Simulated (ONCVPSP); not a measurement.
# Pseudopotential generation for gallium: ONCV, PBEsol

Aim: build the potential from the settings below, then test how well it stands in for the atom: other configurations, scattering, ghost states and the plane-wave cutoff that it needs.

The numbers are computed with ONCVPSP 4.0.1.1 (patched build) (PBEsol, scalar-relativistic, spin-unpolarised reference atom).

### 1 Starting point

The settings as typed:

| Item | Value |
| --- | --- |
| element | gallium (Ga, Z = 31) |
| type | optimised norm-conserving Vanderbilt (ONCV) |
| frozen core | [Ne] |
| valence charge | 21 |
| reference configuration | 3s2 3p6 3d10 4s2 4p1 |
| partial waves | 3s+4s: rc 1.22 bohr, ncon 5, nbas 9, qcut 7.8 1/bohr, 2 projectors; 3p+4p: rc 0.90 bohr, ncon 4, nbas 8, qcut 16.6 1/bohr, 2 projectors; 3d: rc 1.32 bohr, ncon 4, nbas 9, qcut 12.1 1/bohr, 2 projectors, debl 0.5 Ha |
| local potential | polynomial inside 0.66 bohr (lpopt 5, dvloc0 0 Ha) |
| core correction | Teter function, fcfact 5, rcfact 1.35 |

The nodes and maxima of the atom's own shells, from an earlier all-electron run, set the scale for the radii.

All-electron outer shells of the reference configuration (PBEsol, scalar-relativistic, ld1.x):

```tsv
shell	level (eV)	outermost node (bohr)	outermost maximum (bohr)
2s	-1261.21	0.07	0.18
2p	-1098.23	–	0.15
3s	-147.78	0.27	0.56
3p	-98.68	0.24	0.56
3d	-19.16	–	0.53
4s	-8.96	0.81	1.90
4p	-2.57	0.87	2.53
```

### 2 The generation run

Ga.dat reads:

```
# ATOM AND REFERENCE CONFIGURATION
# atsym  z   nc   nv     iexc    psfile
  Ga 31.00    3    5  -116133      upf
#
#   n    l    f
    1    0    2.00
    2    0    2.00
    2    1    6.00
    3    0    2.00
    3    1    6.00
    3    2   10.00
    4    0    2.00
    4    1    1.00
#
# PSEUDOPOTENTIAL AND OPTIMIZATION
# lmax
    2
#
#   l,   rc,      ep,       ncon, nbas, qcut
    0    1.22    0.00    5    9    7.80
    1    0.90    0.00    4    8   16.60
    2    1.32    0.00    4    9   12.10
#
# LOCAL POTENTIAL
# lloc, lpopt,  rc(5),   dvloc0
    4    5    0.66    0.00
#
# VANDERBILT-KLEINMAN-BYLANDER PROJECTORs
# l, nproj, debl
    0    2    0.60
    1    2    2.40
    2    2    0.50
#
# MODEL CORE CHARGE
# icmod, fcfact, rcfact
    3    5.00    1.35
#
# LOG DERIVATIVE ANALYSIS
# epsh1, epsh2, depsh
   -7.00    5.00    0.04
#
# OUTPUT GRID
# rlmax, drl
    6.00    0.01
#
# TEST CONFIGURATIONS
# ncnf
    4
# nvcnf
#   n    l    f
    5
    3    0    2.00
    3    1    6.00
    3    2   10.00
    4    0    2.00
    4    1    0.00
#
    5
    3    0    2.00
    3    1    6.00
    3    2   10.00
    4    0    1.00
    4    1    0.00
#
    5
    3    0    2.00
    3    1    6.00
    3    2   10.00
    4    0    0.00
    4    1    0.00
#
    5
    3    0    2.00
    3    1    5.00
    3    2   10.00
    4    0    2.00
    4    1    1.00
#
```

The run is started by

```bash
$ oncvpsp.x < Ga.dat > Ga.out
```

The output, Ga.out (without the consistency checks and plot data):

```text
ONCVPSP  (Optimized Norm-Conservinng Vanderbilt PSeudopotential)
scalar-relativistic version 4.0.1.1, modified

#   n    l    f        energy (Ha)
    1    0    2.00    -3.7561965E+02
    2    0    2.00    -4.6348649E+01
    2    1    6.00    -4.0359209E+01
    3    0    2.00    -5.4307204E+00
    3    1    6.00    -3.6264969E+00
    3    2   10.00    -7.0419174E-01
    4    0    2.00    -3.2937413E-01
    4    1    1.00    -9.4479440E-02

Reference configufation results
  iterations    32
  all-electron total energy (Ha)   -1.94245904D+03

Begin loop to  construct optimized pseudo wave functions
and semi-local pseudopoentials for all angular momenta

Calculating optimized projector #   1

 for l=   0

    Fraction of norm inside rc  0.973938
    Optimizing pswf for qcut=   7.79 a_B^-1,  ecut=  30.34 Ha
    Residual kinetic energy error=  3.51D-04 Ha

    Energy error per electron        Cutoff
         Ha          eV             Ha
         0.01000     0.27211       14.90
         0.00100     0.02721       19.28
         0.00010     0.00272      119.10
         0.00001     0.00027      155.91

Calculating optimized projector #   2

 for l=   0

    Fraction of norm inside rc  0.067687
    Optimizing pswf for qcut=   7.79 a_B^-1,  ecut=  30.34 Ha
    Residual kinetic energy error=  3.37D-04 Ha

    Energy error per electron        Cutoff
         Ha          eV             Ha
         0.01000     0.27211       11.58
         0.00100     0.02721       17.10
         0.00010     0.00272       58.95
         0.00001     0.00027      173.84

Calculating optimized projector #   1

 for l=   1

    Fraction of norm inside rc  0.813246
    Optimizing pswf for qcut=  16.61 a_B^-1,  ecut= 138.01 Ha
    Residual kinetic energy error=  4.05D-08 Ha

    Energy error per electron        Cutoff
         Ha          eV             Ha
         0.01000     0.27211       42.51
         0.00100     0.02721       52.53
         0.00010     0.00272       80.28
         0.00001     0.00027      105.06

Calculating optimized projector #   2

 for l=   1

    Fraction of norm inside rc  0.015398
    Optimizing pswf for qcut=  16.61 a_B^-1,  ecut= 138.01 Ha
    Residual kinetic energy error=  5.50D-09 Ha

    Energy error per electron        Cutoff
         Ha          eV             Ha
         0.01000     0.27211       26.64
         0.00100     0.02721       39.26
         0.00010     0.00272       50.10
         0.00001     0.00027       80.68

WARNING wellstate: negative energy specified for n= 4 l=  2
WARNING scattering state with energy  0.25000000
WARNING will be used for the first projector

   Wellstate for l =  2  n =  4
     eigenvalue =   0.2500
     asymptotic potential =   0.7500
     half-point radius =  6.5953

Calculating optimized projector #   1

 for l=   2

    Fraction of norm inside rc  0.880761
    Optimizing pswf for qcut=  12.09 a_B^-1,  ecut=  73.04 Ha
    Residual kinetic energy error=  4.97D-06 Ha

    Energy error per electron        Cutoff
         Ha          eV             Ha
         0.01000     0.27211       51.13
         0.00100     0.02721       59.29
         0.00010     0.00272       65.64
         0.00001     0.00027       71.00

Calculating optimized projector #   2

 for l=   2

    Fraction of norm inside rc  0.021566
    Optimizing pswf for qcut=  12.09 a_B^-1,  ecut=  73.04 Ha
    Residual kinetic energy error=  6.74D-07 Ha

    Energy error per electron        Cutoff
         Ha          eV             Ha
         0.01000     0.27211       37.55
         0.00100     0.02721       49.87
         0.00010     0.00272       59.10
         0.00001     0.00027       66.29

Construct Vanderbilt / Kleinmman-Bylander projectors

B matrix Hermiticity error, ll=   0
   1   2    7.5576E-04

  Orthonormal projector coefficients  2.1001E+01  3.3045E+00

B matrix Hermiticity error, ll=   1
   1   2    3.3983E-04

  Orthonormal projector coefficients  1.2773E+01  2.1234E+00

B matrix Hermiticity error, ll=   2
   1   2    6.6608E-05

  Orthonormal projector coefficients -6.3673E+00 -4.9376E+00

Model core correction analysis
  based on d2Exc/dn_idn_j

d2excae - all-electron derivatives

   -4.425383D-02   -4.147870D-02   -3.241820D-02   -2.260987D-03
   -8.957859D-04
   -4.147883D-02   -4.022427D-02   -3.200092D-02   -2.684388D-03
   -1.029348D-03
   -3.241849D-02   -3.200109D-02   -3.043060D-02   -6.147932D-03
   -2.484510D-03
   -2.260935D-03   -2.684272D-03   -6.147153D-03   -3.283828D-02
   -2.472083D-02
   -8.957929D-04   -1.029343D-03   -2.484224D-03   -2.471605D-02
   -2.958694D-02

d2excps - pseudofunction derivatives with no core correction

   -5.847266D-02   -4.507122D-02   -3.186187D-02   -3.604820D-03
   -1.156862D-03
   -4.507266D-02   -4.286083D-02   -3.372146D-02   -3.017259D-03
   -1.176486D-03
   -3.186191D-02   -3.372159D-02   -3.170487D-02   -5.879296D-03
   -2.447173D-03
   -3.605841D-03   -3.017164D-03   -5.878513D-03   -3.292893D-02
   -2.473188D-02
   -1.156935D-03   -1.176488D-03   -2.446886D-03   -2.472710D-02
   -2.959129D-02

rms 2nd derivative error    3.145047E-03

rmatch, rhocmatch    0.3313   86.9783

Teter function model core charge with specified parameters

d2excps - pseudofunction derivatives with core correction

   -4.255758D-02   -3.958663D-02   -3.046804D-02   -2.430514D-03
   -9.652492D-04
   -3.958662D-02   -3.970432D-02   -3.273202D-02   -2.639537D-03
   -1.068596D-03
   -3.046808D-02   -3.273209D-02   -3.140646D-02   -5.784834D-03
   -2.412355D-03
   -2.430460D-03   -2.639422D-03   -5.784049D-03   -3.284177D-02
   -2.471871D-02
   -9.652544D-04   -1.068593D-03   -2.412068D-03   -2.471394D-02
   -2.958764D-02

rms 2nd derivative error    9.007724E-04

Pseudoatom total energy -251.080300

Diagnostic tests using Vanderbilt-Kleinman-Bylander pseudopotentials
  1 or more projectors used as specified by nproj input data

   l    rcore       rmatch      e in        delta e   norm test  slope test

   0   1.2207201   1.2577838  -5.4307204   0.0000104   1.0002849   1.0002521
   0   1.2207201   1.2577838  -0.3293741   0.0000071   1.0000438   1.0000334

   1   0.9051427   0.9326248  -3.6264969  -0.0000172   1.0002460   1.0002911
   1   0.9051427   0.9326248  -0.0944794   0.0000102   1.0002085   1.0001454

   2   1.3273573   1.3676587  -0.7041917  -0.0000059   1.0001764   1.0001923
   2   1.3273573   1.3676587   0.2500000   0.0000023   1.0002996   1.0002996

 Testing for bound ghosts
   n   l    E NL Schr. Eq   E Basis Diag.   E Cutoff

   1   0       -5.430710       -5.430709    235.63
   2   0       -0.329367       -0.223375    235.63

   2   1       -3.626514       -3.626191    369.91
   3   1       -0.094469        0.651139    369.91

   3   2       -0.704198       -0.703600    251.94

 Testing for highly-localized positive-energy ghosts
       l    <radius>/rc     E Basis Diag.   E Cutoff

Test configuration 0

   n   l     f        eae           eps        diff
   1   0  2.0000 -375.61965393
   2   0  2.0000  -46.34864928
   2   1  6.0000  -40.35920948
   3   0  2.0000   -5.43072042   -5.43070999    1.04D-05
   3   1  6.0000   -3.62649692   -3.62651411   -1.72D-05
   3   2 10.0000   -0.70419174   -0.70419763   -5.89D-06
   4   0  2.0000   -0.32937413   -0.32936700    7.13D-06
   4   1  1.0000   -0.09447944   -0.09446928    1.02D-05

    Total energies and differences
      AE_ref= -1.94245904D+03  AE_tst= -1.94245904D+03  dif=  0.00D+00
      PS_ref= -2.51080300D+02  PS_tst= -2.51080300D+02  dif= -3.18D-12
      PSP excitation error=  3.18D-12

Test configuration 1

   n   l     f        eae           eps        diff
   1   0  2.0000 -375.92733777
   2   0  2.0000  -46.65355864
   2   1  6.0000  -40.66447422
   3   0  2.0000   -5.73608184   -5.73606418    1.77D-05
   3   1  6.0000   -3.93199529   -3.93202379   -2.85D-05
   3   2 10.0000   -1.00907077   -1.00925753   -1.87D-04
   4   0  2.0000   -0.60131681   -0.60127534    4.15D-05

    Total energies and differences
      AE_ref= -1.94245904D+03  AE_tst= -1.94225032D+03  dif=  2.09D-01
      PS_ref= -2.51080300D+02  PS_tst= -2.50871565D+02  dif=  2.09D-01
      PSP excitation error= -7.42D-06

Test configuration 2

   n   l     f        eae           eps        diff
   1   0  2.0000 -376.37605627
   2   0  2.0000  -47.09223196
   2   1  6.0000  -41.10399110
   3   0  2.0000   -6.17882276   -6.18065260   -1.83D-03
   3   1  6.0000   -4.37474556   -4.37561747   -8.72D-04
   3   2 10.0000   -1.44746884   -1.44854803   -1.08D-03
   4   0  1.0000   -0.95668758   -0.95661203    7.55D-05

    Total energies and differences
      AE_ref= -1.94245904D+03  AE_tst= -1.94147356D+03  dif=  9.85D-01
      PS_ref= -2.51080300D+02  PS_tst= -2.50094788D+02  dif=  9.86D-01
      PSP excitation error= -3.00D-05

Test configuration 3

psatom: WARNING lschvkbb convergence error n,l,iter=   3   1   4
ea(ii),et,emin,emax -1.028533E-01 -1.131386E-01 -1.131386E-01 -1.131386E-01
run_config: WARNING for fully non-local PS atom, stg. 1
 WARNING no output for configuration 4

Test configuration 4

   n   l     f        eae           eps        diff
   1   0  2.0000 -376.54248108
   2   0  2.0000  -47.14642705
   2   1  6.0000  -41.17105247
   3   0  2.0000   -6.15185070   -6.17625324   -2.44D-02
   3   1  5.0000   -4.33986431   -4.35322241   -1.34D-02
   3   2 10.0000   -1.38249222   -1.38061003    1.88D-03
   4   0  2.0000   -0.71452405   -0.71535461   -8.31D-04
   4   1  1.0000   -0.41023072   -0.41036320   -1.32D-04

    Total energies and differences
      AE_ref= -1.94245904D+03  AE_tst= -1.93848881D+03  dif=  3.97D+00
      PS_ref= -2.51080300D+02  PS_tst= -2.47101993D+02  dif=  3.98D+00
      PSP excitation error= -8.08D-03
```

Run time: 7 s. Hardware: 1 thread of AMD EPYC 7R43, shared host.

The projector energies used in the d channel were -0.704, 0.250 Ha; the program set a typed value aside.

All-electron and pseudo partial waves u(r) = r·R(r), from the program's wave files:

| r (bohr) | 3s AE | 3s PS |
| --- | --- | --- |
| 0.066 | -0.0466 | 0.2446 |
| 0.132 | -0.7139 | 0.4778 |
| 0.198 | -0.5680 | 0.6899 |
| 0.264 | -0.0228 | 0.8736 |
| 0.330 | 0.5501 | 1.0232 |
| 0.396 | 0.9874 | 1.1340 |
| 0.462 | 1.2532 | 1.2030 |
| 0.528 | 1.3695 | 1.2302 |
| 0.594 | 1.3763 | 1.2196 |
| 0.660 | 1.3113 | 1.1773 |
| 0.726 | 1.2052 | 1.1096 |
| 0.792 | 1.0795 | 1.0223 |
| 0.858 | 0.9488 | 0.9208 |
| 0.924 | 0.8220 | 0.8113 |
| 0.990 | 0.7042 | 0.7013 |
| 1.056 | 0.5979 | 0.5974 |
| 1.122 | 0.5041 | 0.5040 |
| 1.188 | 0.4226 | 0.4225 |
| 1.254 | 0.3526 | 0.3525 |
| 1.320 | 0.2930 | 0.2929 |
| 1.386 | 0.2426 | 0.2426 |
| 1.452 | 0.2004 | 0.2003 |
| 1.518 | 0.1650 | 0.1650 |
| 1.584 | 0.1357 | 0.1356 |
| 1.650 | 0.1113 | 0.1113 |
| 1.716 | 0.0912 | 0.0912 |

Densities times 4π (e/bohr³); a dash where the program caps the true core:

| r (bohr) | pseudo valence | true core | model core |
| --- | --- | --- | --- |
| 0.066 | 33.02 | – | 405.8 |
| 0.198 | 54.22 | – | 231.2 |
| 0.330 | 83.99 | 89.53 | 69.99 |
| 0.462 | 95.68 | 6.98 | 9.13 |
| 0.594 | 78.11 | 0.5092 | 0.2319 |
| 0.726 | 48.14 | 0.03656 | 0.008305 |
| 0.858 | 24.6 | 0.002635 | 0.0005524 |
| 0.990 | 11.83 | 0.0001936 | 0.0004028 |
| 1.122 | 6.019 | 1.44e-05 | 4.73e-07 |
| 1.254 | 3.402 | 1.126e-06 | 2.862e-05 |
| 1.386 | 2.096 | 1e-07 | 0 |
| 1.518 | 1.387 | 0 | 0 |
| 1.650 | 0.9772 | 0 | 0 |

### 3 The configuration tests of the same run

1 test gave no usable energy difference (3s2 3p6 3d10 4s0 4p0).

Energies count from the reference configuration 3s2 3p6 3d10 4s2 4p1; the error is all-electron less pseudo.

| valence configuration | charge | ΔE all-electron (eV) | error AE − PS (meV) |
| --- | --- | --- | --- |
| 3s2 3p6 3d10 4s2 4p0 | +1 | 5.680 | -0.2 |
| 3s2 3p6 3d10 4s1 4p0 | +2 | 26.816 | -0.8 |
| 3s2 3p5 3d10 4s2 4p1 | +1 | 108.035 | -220 |

### 4 Scattering by logarithmic derivatives

Taken from the files of the generation run. The phase is arctan(r·R′/R) of the radial function R, unwrapped, with energies in Ha. A pole is an energy at which the radial function vanishes at the test radius. The pseudo phase is shifted by a multiple of π to meet the all-electron one at the reference energy. Levels narrower than the energy grid can be missing from the poles. The last column is the largest difference on the grid between −0.5 and +0.5 Ha.

```tsv
channel	radius (bohr)	reference (Ha)	poles AE	poles PS	window around the reference with phases within 0.05 rad (Ha)	largest difference near zero (rad)
s	1.24	-0.33	-5.02	-5.02	the whole range	0.000
p	0.92	-0.09	-0.88	-0.88	the whole range	0.000
d	1.34	-0.70	-0.17	-0.17	the whole range	0.000
```

Phases (rad) along the scan:

| E (Ha) | s AE | s PS | d AE | d PS |
| --- | --- | --- | --- | --- |
| -6.96 | 1.041 | 1.041 | 1.322 | 1.321 |
| -6.32 | 0.642 | 0.642 | 1.306 | 1.305 |
| -5.68 | -1.026 | -1.026 | 1.286 | 1.286 |
| -5.04 | -1.563 | -1.563 | 1.262 | 1.262 |
| -4.40 | -1.711 | -1.712 | 1.230 | 1.230 |
| -3.76 | -1.795 | -1.795 | 1.187 | 1.187 |
| -3.12 | -1.863 | -1.864 | 1.122 | 1.122 |
| -2.48 | -1.933 | -1.933 | 1.007 | 1.007 |
| -1.84 | -2.015 | -2.015 | 0.737 | 0.737 |
| -1.20 | -2.125 | -2.125 | -0.257 | -0.258 |
| -0.56 | -2.285 | -2.285 | -1.341 | -1.341 |
| 0.08 | -2.540 | -2.540 | -1.665 | -1.665 |
| 0.72 | -2.941 | -2.941 | -1.847 | -1.847 |
| 1.36 | -3.442 | -3.444 | -2.034 | -2.034 |
| 2.00 | -3.857 | -3.859 | -2.317 | -2.318 |
| 2.64 | -4.121 | -4.124 | -2.846 | -2.849 |
| 3.28 | -4.284 | -4.287 | -3.574 | -3.580 |
| 3.92 | -4.391 | -4.395 | -4.052 | -4.056 |
| 4.56 | -4.466 | -4.471 | -4.292 | -4.295 |

### 5 Convergence and ghost test

From the same output: the cutoffs (Ha) at which the residual kinetic energy of the hardest occupied pseudo-wave falls to 1 and 0.1 mHa per electron are 59 Ha and 119 Ha.

The program's own ghost test: no bound ghost flagged; no localised positive-energy state flagged.

Cutoff (Ha) at which the first wave of each channel reaches a given error (Ha per electron):

| error | s | p | d |
| --- | --- | --- | --- |
| 1.0e-02 | 14.9 | 42.5 | 51.1 |
| 3.2e-03 | 16.9 | 47.7 | 55.6 |
| 1.0e-03 | 19.3 | 52.5 | 59.3 |
| 3.2e-04 | 31.9 | 57.7 | 62.4 |
| 1.0e-04 | 119.1 | 80.3 | 65.6 |
| 3.2e-05 | 143.4 | 95.0 | 68.4 |
| 1.0e-05 | 155.9 | 105.1 | 71.0 |

### 6 Outcome

| quantity | value |
| --- | --- |
| cutoffs for 1 and 0.1 mHa per electron, occupied waves | 59 Ha and 119 Ha |
| bound ghosts | none found |
| GHOST(+) flags | none at low energy |
| largest test error (AE − PS) | -220 meV, for 3s2 3p5 3d10 4s2 4p1 (1 test unsolved) |
| largest phase difference near zero energy, channels read | 0.000 rad |
| rms error of d²Exc/dn², without and with the model core | 3.15 and 0.90 mHa |
| projector energies reset by the program | d: -0.704, 0.250 Ha |

By total energies transferability is fair for so large an energy: the largest error is 220 meV on 108.0 eV, for 3s2 3p5 3d10 4s2 4p1. That test lies far up in energy; among those under 40 eV, nearer to bonding, the largest error is 0.8 meV. Of the tests 1 gave no usable energy difference, which is a warning in itself. By its cutoff, 59 Ha for the looser tolerance, it is hard. No bound ghost shows below the valence levels. Near zero energy the phases of the channels with partial waves agree within 0.001 rad. All of this concerns the isolated atom, not yet a solid.
